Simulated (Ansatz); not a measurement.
Ba2Tl5V3O12:

```xyz
22
Lattice="10.9746 0.0000 0.0000 0.0000 10.9746 0.0000 0.0000 0.0000 6.6040" Properties=species:S:1:pos:R:3 pbc="T T T"
Ba    0.0000    5.4873    0.0000
Ba    5.4873    0.0000    0.0000
V     5.4873    5.4873    0.0000
V     5.4873    0.0000    3.3020
V     0.0000    5.4873    3.3020
Tl    5.4873    5.4873    3.3020
Tl    7.8205    3.1541    2.6567
Tl    3.1541    7.8205    2.6567
Tl    7.8205    7.8205    3.9473
Tl    3.1541    3.1541    3.9473
O     4.5066    6.4680    1.0415
O     6.4680    4.5066    1.0415
O     6.4680    6.4680    5.5625
O     4.5066    4.5066    5.5625
O     6.4378    0.9405    2.2043
O     4.5368    0.9405    4.3997
O     6.4378   10.0340    4.3997
O     4.5368   10.0340    2.2043
O     0.9405    6.4378    2.2043
O     0.9405    4.5368    4.3997
O    10.0340    6.4378    4.3997
O    10.0340    4.5368    2.2043
```

The cell was built by a generator and needn't be a form met in nature.

- Program: Ansatz 0.2.0
- Task: single point
- Functional: PBE
- Potentials or basis: Ansatz PAW
- Cutoff: 420 eV (not typed: the program's choice for these potentials)
- k mesh: 3 × 3 × 4
- Occupations: fermi-dirac, width 0.05 eV
- Spin: collinear spin, ferromagnetic start
- Starting moments: [0.0, 0.0, 2.0, 2.0, 2.0, 0.0, 0.0, 0.0, 0.0, 0.0, 0.0, 0.0, 0.0, 0.0, 0.0, 0.0, 0.0, 0.0, 0.0, 0.0, 0.0, 0.0] μB

On this cell: pressure 0.0 GPa; largest force 0.004 eV/Å; net moment 0.00 μB per cell; band gap on the k mesh 2.57 eV, indirect (least direct gap 2.64 eV).

The same run follows on a disturbed copy (atoms moved at random, drawn with an rms of 0.05 Å):

```
Ba V Tl O
1.0
    10.97457    0.00000    0.00000
     0.00000   10.97457    0.00000
     0.00000    0.00000    6.60400
Ba V Tl O
2 3 5 12
Cartesian
  0.0261 5.5251 0.0174
  5.5229 -0.0116 -0.0024
  5.4302 5.4442 -0.0188
  5.4437 0.0403 3.3491
  -0.0061 5.5100 3.3326
  5.4860 5.4587 3.3438
  7.8356 3.2172 2.6417
  3.2059 7.8233 2.6648
  7.8682 7.8462 3.9560
  3.1692 3.1576 3.9270
  4.4637 6.4535 1.0281
  6.4817 4.5532 1.0649
  6.3931 6.4385 5.5771
  4.4937 4.4873 5.6128
  6.4452 0.9169 2.2522
  4.5812 0.9474 4.4073
  6.3857 10.0027 4.4293
  4.5221 10.0317 2.2181
  0.9249 6.4898 2.2190
  0.9328 4.5521 4.4059
  10.0109 6.4336 4.3978
  10.0152 4.5313 2.2428
```

Question: What does the disturbed cell give?

Answer: The energy moves by +16.4 meV/atom; pressure 0.6 GPa; largest force 4.223 eV/Å; net moment 0.00 μB per cell; band gap on the k mesh 2.48 eV, indirect (least direct gap 2.50 eV).

Forces on the atoms (eV/Å):
```
Ba  -0.054 -0.068  0.212
Ba  -0.001 -0.093  0.612
V    1.381  1.598  2.450
V    1.991 -2.824 -2.427
V    0.128 -0.255 -1.309
Tl  -0.016  0.133 -0.316
Tl  -0.047 -0.101  0.011
Tl   0.011  0.017  0.003
Tl  -0.268  0.032  0.046
Tl  -0.138  0.052  0.008
O   -0.066 -0.170 -0.007
O   -0.164 -0.200 -0.129
O    0.391  0.352 -0.663
O   -1.386 -1.558 -1.387
O   -0.024  0.279 -0.067
O   -1.720  1.762  1.765
O   -0.143  0.296 -0.118
O   -0.014  0.472  0.219
O   -0.310 -0.357  0.290
O    0.252 -0.067  0.248
O   -0.205  0.319  0.543
O    0.402  0.381  0.016
```

Stress tensor (GPa, compression positive):
```
 0.57 -0.19 -0.24
-0.19  0.54  0.54
-0.24  0.54  0.61
```

Caveats: odd divisions of the mesh miss points on the zone boundary, where band edges often lie, so the gap on the mesh can be too wide; spin-orbit coupling is left out, which as a rule narrows the gap of such compounds by several tenths of an eV; the starting moments weren't kept.

A k mesh can miss the band edges.
